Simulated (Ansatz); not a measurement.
**Lu2Ag2O4, 8 atoms: a scaling test**

Aim: measure how long a relaxation at r2SCAN takes on Lu2Ag2O4, and how the time changes with the share of the machine.

Program: Ansatz 0.2.0 (relaxation, r2SCAN, plane waves PAW). Host: Intel Xeon 6975P-C (Granite Rapids), 96 cores, 190 hardware threads, 362 GiB; it was booked for these runs alone, one at a time. Each run is timed once from launch to exit, start-up included.

### 1 What is computed

The cell holds 8 atoms in 122 Å³, 2×1×1 copies of a database cell, with the atoms displaced at random so that no symmetry is left.

### 2 First run

The input, input.yaml:

```yaml
crystal:
  lattice:
    - [3.373604, 1.947752, 12.393262]
    - [-1.686802, 0.973876, 6.196631]
    - [0.000000, -1.947751, 6.196631]
  atoms:
    - { symbol: Lu, position: [0.252839, 0.495948, 0.492228] }
    - { symbol: Ag, position: [0.000633, 0.006162, -0.007964] }
    - { symbol: O, position: [0.446519, 0.885963, 0.889168] }
    - { symbol: O, position: [0.061784, 0.107902, 0.116622] }
    - { symbol: Lu, position: [0.753272, 0.497888, 0.497906] }
    - { symbol: Ag, position: [0.500187, 0.005655, 0.009426] }
    - { symbol: O, position: [0.943450, 0.887098, 0.880713] }
    - { symbol: O, position: [0.549804, 0.105625, 0.113415] }
kpoints:
  mp_grid: { grid: [3, 6, 6] }
hamiltonian:
  xc: r2scan
scf:
  occupations: { method: fixed }
relax:
  f_tol: 0.03
  max_steps: 45
  escape_saddle: false
```

Launch:

```
$ ansatz run input.yaml --backend cpu --events-out ev --progress --plain --runs-dir out
```

Output, cut to the lines that bear on the results:

```text
[...]
basis.fft_grid_basis auto: the FFT boxes are laid along the combinations [[1, -1, -1], [0, 1, -1], [0, 0, 1]] of the cell's own vectors, 5.843, 3.374 and 6.496 Å long. The dense box has 45×25×48 points. Along the cell's own vectors, as sized, it would have 96×
[...]
Pseudopotentials: kind: paw
Pseudopotential: Lu, paw, valence charge 25, recommended cutoff 500 eV (meta_gga), Lu.paw.azcp
Pseudopotential: Ag, paw, valence charge 19, recommended cutoff 500 eV (meta_gga), Ag.paw.azcp
Pseudopotential: O, paw, valence charge 6, recommended cutoff 500 eV (meta_gga), O.paw.azcp
Functional definition: r2SCAN
[...]
Crystal: 8 atoms, lattice volume = 122.153 Å³
Basis set: ecut = 500 eV, 3107 PW (Γ), FFT grids on a1−a2−a3, a2−a3, a3, exchange–correlation on 180×100×192 points (64 copies of the dense FFT grid, shifted against one another)
Bands: 68, of which v1, the nominal top of the filled ones, is band 56 counted from 1 (55 counted from 0)
Symmetry: 1 space group operations
Space group: P1 (ITA 1), of the structure as read, at distance tolerance 5.0e-5 Å
k-points: 56 of 108 (time reversal used)
[...]
SCF iter   1: F=—  HF=-46978.470495 eV  |F-HF|=—  |Δ(HF+E_count)|=         —  Δρ=1.02e-2  dr2=9.94e-2  dr2_τ=3.24e-1  ethr=1.77e-3  ⟨swp⟩=5.0  Hψ=12988  notcnv=0  defer=560
[...]
the last check of whether an eigenvalue changes by more than its tolerance under the output density was not made (final_scf_spared)
Free energy (F): -46979.017197 eV
[...]
E sigma→0 (E₀):  -46979.017197 eV
Fermi energy:    11.102615 eV
[...]
--- Forces (eV/Å), atoms counted from 1 ---
  atom   1  Lu     0.01346811     0.00310964     0.00064319
  atom   2  Ag     0.00332872    -0.00003284    -0.00064306
  atom   3  O      0.00066783     0.00242726     0.01091677
  atom   4  O     -0.00757640    -0.00108885    -0.00898431
  atom   5  Lu    -0.01458486    -0.00943003    -0.00202272
  atom   6  Ag    -0.00243796    -0.00056983     0.00138742
  atom   7  O     -0.00095481     0.00046723     0.00700640
  atom   8  O      0.00815530     0.00518581    -0.00800800
[...]
--- Relaxed structure (4 steps of the walk, 4 accepted, 0 SCFs on fresh bases) ---
  F+E_penalty+E_count = -46979.01719713 eV   max|allowed force component| = 1.459e-2 eV/Å
  atoms:
    - { symbol: Lu, position: [0.2510256846859142, 0.4991834774850601, 0.49895462802441765] }
    - { symbol: Ag, position: [0.0006586579255126, -0.00027670358174227723, -0.0009245678979330473] }
    - { symbol: O, position: [0.44591916107548607, 0.8884867520376656, 0.8885208971349859] }
    - { symbol: O, position: [0.056405538085030744, 0.10923942207263768, 0.10928211874386044] }
    - { symbol: Lu, position: [0.7511713708278014, 0.49888836653654217, 0.4987764381419364] }
    - { symbol: Ag, position: [0.5014076683530388, -0.0015143739549481894, -0.001240240880367005] }
    - { symbol: O, position: [0.9457981190992107, 0.8886775116915844, 0.8886188209000466] }
    - { symbol: O, position: [0.5561017999480053, 0.10955654771319995, 0.1095259058330526] }
```

Wall time 3.3 s, CPU time 3.7 min, peak memory 3.6 GiB, 25 SCF iterations in all (96 threads).

Size of the job: 56 k-points, 3107 plane waves, 68 bands, 112 valence electrons, 1 symmetry operation.

Where the time went (the program's own counters):

| phase | seconds | share of the wall time |
| --- | --- | --- |
| diag | 1.4 | 43 % |
| density | 0.32 | 10 % |
| potential | 0.3 | 9 % |
| forces | 0.23 | 7 % |
| mixing | 0.13 | 4 % |

### 3 On 32 threads

input.yaml is that of step 2.

Launch:

```
$ ansatz run input.yaml --threads 32 --backend cpu --events-out ev --progress --plain --runs-dir out
```

Output, cut to the lines that bear on the results:

```text
[...]
basis.fft_grid_basis auto: the FFT boxes are laid along the combinations [[1, -1, -1], [0, 1, -1], [0, 0, 1]] of the cell's own vectors, 5.843, 3.374 and 6.496 Å long. The dense box has 45×25×48 points. Along the cell's own vectors, as sized, it would have 96×
pinning: not binding workers (pin `auto` leaves the workers unbound: the CPU quota is narrower than the CPUs that the planning thread may run on, so engines sharing the machine would bind the same CPUs; pin `on` binds them even so)
[...]
Pseudopotentials: kind: paw
Pseudopotential: Lu, paw, valence charge 25, recommended cutoff 500 eV (meta_gga), Lu.paw.azcp
Pseudopotential: Ag, paw, valence charge 19, recommended cutoff 500 eV (meta_gga), Ag.paw.azcp
Pseudopotential: O, paw, valence charge 6, recommended cutoff 500 eV (meta_gga), O.paw.azcp
Functional definition: r2SCAN
[...]
Crystal: 8 atoms, lattice volume = 122.153 Å³
[...]
  atom   7  O     -0.00095481     0.00046724     0.00700637
  atom   8  O      0.00815527     0.00518580    -0.00800802
[...]
--- Relaxed structure (4 steps of the walk, 4 accepted, 0 SCFs on fresh bases) ---
  F+E_penalty+E_count = -46979.01719713 eV   max|allowed force component| = 1.459e-2 eV/Å
  atoms:
    - { symbol: Lu, position: [0.25102568469107106, 0.499183477628856, 0.498954627824869] }
    - { symbol: Ag, position: [0.0006586607340825654, -0.0002767068947739421, -0.0009245702270502385] }
    - { symbol: O, position: [0.445919161124778, 0.8884867520685583, 0.8885208971560521] }
    - { symbol: O, position: [0.05640553781135074, 0.10923942225370745, 0.10928211896167843] }
    - { symbol: Lu, position: [0.7511713708369715, 0.49888836674378106, 0.49877643791381154] }
    - { symbol: Ag, position: [0.5014076658307843, -0.001514371319771779, -0.0012402383754283597] }
    - { symbol: O, position: [0.9457981189094127, 0.8886775118784458, 0.8886188210933197] }
    - { symbol: O, position: [0.5561018000615491, 0.1095565476411966, 0.10952590565274756] }
```

Wall time 5.8 s, CPU time 2.7 min, peak memory 2.3 GiB, 25 SCF iterations in all (32 threads).

### 4 Speed-up with more threads

| threads | wall time | speed-up | efficiency | CPU time |
| --- | --- | --- | --- | --- |
| 32 | 5.8 s | 1 | 100 % | 2.7 min |
| 96 | 3.3 s | 1.7 | 58 % | 3.7 min |

### 5 Results

| quantity | value |
| --- | --- |
| reference | 3.3 s on 96 threads |
| fastest over threads | 3.3 s on 96 |
| speed-up from 32 to 96 threads | 1.7 (58 % efficient) |

What this shows: Going from 32 to 96 threads cuts the time by a factor of 1.7, 58 % of the ideal. In the reference run the eigensolver takes 43 % of the time. The figures hold for this build, input and host.
